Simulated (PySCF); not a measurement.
# F4H6N2Zr (cis-Zr(NH3)2F4): the cost of one run

Programs: PySCF 2.14.0, with routines of our own; each step states its level. All values are computed. Atoms count from 0.

## (1) The starting structure

13 atoms, charge 0, multiplicity 1; geometry from: GFN2-xTB.

## (2) Relaxing the molecule at PBE0-D3(BJ)/def2-SVP

Job settings and geometry (Å):

```
{"job": {"xc": "PBE0", "basis": "def2-SVP", "d3": "d3bj", "grid": 1, "maxiter": 30, "shake": 0.03, "kind": "geom"}, "charge": 0, "multiplicity": 1}
Zr    -0.581110    -0.070390    -0.644020
N     -0.911920    -0.023340     1.706200
H     -0.567620     0.785710     2.177330
H     -0.504140    -0.868330     2.152170
H     -1.922310     0.029700     1.700780
F     -0.476290     0.031980    -2.548080
N      1.760060    -0.001820    -0.857280
H      1.813440    -0.078460    -1.887630
H      2.211910    -0.764210    -0.372080
H      2.164620     0.874770    -0.563170
F     -2.557220    -0.007530    -0.490840
F     -0.150170     1.772040    -0.138080
F     -0.248620    -1.732240    -0.213110
```

Launch:

```bash
$ OMP_NUM_THREADS=1 python heavy_run.py task.json out
```

The driver reads the jobs from task.json and runs them one after another.

Q: Estimate the wall time and peak memory of this first job on 1 thread of Arm Neoverse V1, shared host.

About 1.7 min, with a peak of 0.55 GiB.
